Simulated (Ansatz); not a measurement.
# FePt: the cost of one run

Computed with Ansatz 0.2.0 (DFT PBE, scalar-relativistic, plane waves, PAW, unless a step's input says otherwise).

## 1. The starting structure

It takes space group P4/mmm (No. 123, tetragonal). The conventional cell has a = 2.727 Å, b = 2.727 Å, c = 3.735 Å, α = 90.00°, β = 90.00°, γ = 90.00°. Fe (site symmetry 4/mmm) has 8 Pt at 2.68 Å and 4 Fe at 2.73 Å as nearest neighbours. Pt (site symmetry 4/mmm) has 8 Fe at 2.68 Å and 4 Pt at 2.73 Å as nearest neighbours.

Structure file:

```xyz
2
Lattice="2.7273 0.0000 0.0000 0.0000 2.7273 0.0000 0.0000 0.0000 3.7350" Properties=species:S:1:pos:R:3 pbc="T T T"
Fe    0.0000    0.0000    0.0000
Pt    1.3637    1.3637    1.8675
```

## 2. Relaxing cell and atoms: FePt, moments ++

input.yaml reads:

```yaml
crystal:
  lattice:
    - [2.727310855, 0.0, 0.0]
    - [0.0, 2.727310855, 0.0]
    - [0.0, 0.0, 3.735]
  atoms:
    - { symbol: Fe, position: [0.0, 0.0, 0.0], spin: 3.0 }
    - { symbol: Pt, position: [0.5, 0.5, 0.5], spin: 0.4 }
magnetization:
  spin_polarized: true
scf:
  occupations: { method: gaussian, width: 0.02 }
output:
  forces: true
  stress: true
  eigenvalues: true
  populations: true
hamiltonian:
  xc: pbe
kpoints:
  mp_grid: { grid: [24, 24, 18] }
relax:
  f_tol: 0.005
  max_steps: 40
  cell: { stress_tol: 0.03, p_target: 0 }
```

Run with:

```console
> ansatz run input.yaml --threads 4 --pin off --max-ram 8192MiB --backend cpu --events-out ev --progress --plain --runs-dir out
```

**Question.** How long does this run take on 4 threads of Intel Xeon Platinum 8259CL at 2.50GHz (Skylake/Cascade Lake), shared host, and how much memory does it need?

About 1.8 min, with a peak of 1.2 GiB.
